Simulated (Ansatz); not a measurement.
# SiSTe: the cell at several levels of theory

Aim: relax a free-standing Janus 1T monolayer of SiSTe with PBE and r2SCAN and see how far the functionals disagree on the cell. This is a trial cell built on a prototype, not taken from a measured structure, and it needn't be the compound's ground state.

The runs shown are made with Ansatz 0.2.0. PAW datasets, plane waves, zero pressure. The structure was generated, not taken from experiment, and needn't be the ground state; spin polarisation is off.

## 1. The structure to begin with

In-plane lattice: a = 3.472 Å, b = 3.472 Å, γ = 120.0°; thickness between the outer nuclei 2.82 Å. Si has 3 S at 2.45 Å and 3 Te at 2.45 Å; S has 3 Si at 2.45 Å; Te has 3 Si at 2.45 Å.

As a file:

```xyz
3
Lattice="3.4724 0.0000 0.0000 -1.7362 3.0072 0.0000 0.0000 0.0000 18.0000" Properties=species:S:1:pos:R:3 pbc="T T F"
Si    0.0000    0.0000    9.0000
S     0.0000    2.0048   10.4110
Te    1.7362    1.0024    7.5890
```
The sheet repeats along a and b alone.

## 2. PBE: cell and atoms

input.yaml reads:

```yaml
crystal:
  lattice:
    - [3.47243676, 0.0, 0.0]
    - [-1.73621838, 3.0072184472, 0.0]
    - [0.0, 0.0, 18.0]
  atoms:
    - { symbol: Si, position: [0.0, 0.0, 0.5] }
    - { symbol: S, position: [0.3333333333, 0.6666666667, 0.5783879503] }
    - { symbol: Te, position: [0.6666666667, 0.3333333333, 0.4216120497] }
  periodic: [true, true, false]
kpoints:
  mp_grid: { grid: [12, 12, 1] }
hamiltonian:
  xc: pbe
scf:
  occupations: { method: fermi_dirac, width: 0.02 }
relax:
  f_tol: 0.005
  cell: {}
```

Run with:

```
$ ansatz run input.yaml --threads 4 --pin off --max-ram 5529MiB --backend cpu --events-out ev --progress --plain --runs-dir out
```

After this run come: Relaxation with r2SCAN.

What does the calculation give? Wanted: for each run, a; area; SCF geometries.

**Answer**, as computed:

```
 level  a (Å)  area (Å²/atom)  SCF geometries
   PBE  3.524           3.584               7
r2SCAN  3.539           3.616               8
```

**Reading.** The first relaxation changed the area by +3.0 % from the start. PBE gives the smallest cell and r2SCAN the largest; they differ by 0.9 % in area, a mean of 0.4 % in length.
